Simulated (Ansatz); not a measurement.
Working through a ladder of methods at one geometry of CH5AlBN, SMILES [BH2][AlH][CH]=N

Program: Ansatz's Python interface.

Run as a notebook:

In [1]:
```python
from pathlib import Path

import ansatz as az
import numpy as np
```

In [2]:
```python
GEOMETRY = """
B    -1.09980    1.22480   -1.37960
Al    0.41780    0.13640   -0.67240
C     0.24820   -0.71820    1.07730
N     1.32930   -1.41100    1.53510
H    -2.12530    1.39120   -0.76120
H    -1.06710    1.80290   -2.45130
H     1.77410   -0.03530   -1.54000
H    -0.58500   -0.57800    1.67200
H     1.19640   -1.85930    2.50310
"""
```

In [3]:
```python
geometry = az.Crystal.molecule()
for line in GEOMETRY.strip().splitlines():
    symbol, *xyz = line.split()
    geometry = geometry.atom(symbol, [float(v) for v in xyz])
```

In [4]:
```python
calculation = geometry.calculation().basis(gaussian="cc-pVDZ")
```

In [5]:
```python
print("functional    E (Ha)        dipole (D)   HOMO (eV)  LUMO (eV)")
for name in ["lc_wpbe", "b3lyp", "blyp", "r2scan", "cam_b3lyp"]:
    data = calculation.functional(name).forces().orbitals().run(runs_dir="runs").report
    lines = Path(data["orbitals_path"]).read_text().splitlines()
    field_of = lambda key: [line.split("=")[1].strip() for line in lines if line.startswith(key)]
    orbitals = [(27.211386 * float(e), s, float(n)) for e, s, n in zip(field_of("Ene="), field_of("Spin="), field_of("Occup="))]
    homo = max(e for e, _, n in orbitals if n > 0.5)
    lumo = min(e for e, _, n in orbitals if n < 0.5)
    dipole = 4.803205 * np.linalg.norm(data["charge_distribution"]["dipole_moment_e_ang"])
    print(f"{name:10s} {data['free_energy_ev'] / 27.211386246:14.6f} {dipole:9.3f} {homo:11.3f} {lumo:10.3f}")
```
```text
functional    E (Ha)        dipole (D)   HOMO (eV)  LUMO (eV)
lc_wpbe       -362.847473     2.253      -9.593     -1.038
b3lyp         -363.054501     2.161      -6.624     -3.471
blyp          -362.970189     2.093      -5.299     -4.029
r2scan        -362.917525     2.181      -5.731     -3.996
cam_b3lyp     -362.955119     2.196      -8.232     -2.170
```

Caveats:
- These settings explore the input space; basis and method may be short of convergence.
- The geometry is a force-field or estimated start, not a minimum of this method, and the basis set is short of its limit. A lower total doesn't mark the better method: functionals have no common bound, and MP2 and coupled cluster aren't variational.
- b3lyp holds the VWN-RPA fit, as in Gaussian; the form of ORCA and Turbomole is b3lyp5.
- Levels such as HOMO and LUMO are orbital energies: with these approximate functionals they aren't the ionisation energy and electron affinity, and their gap isn't the fundamental gap.
- For Al to Cl the sets with a tight d function, cc-pV(X+d)Z, are usual.
- Wall time of the script: 17 s on 1 thread of Intel(R) Xeon(R) Processor @ 2.30GHz, on a shared host, peak memory 0.28 GiB.
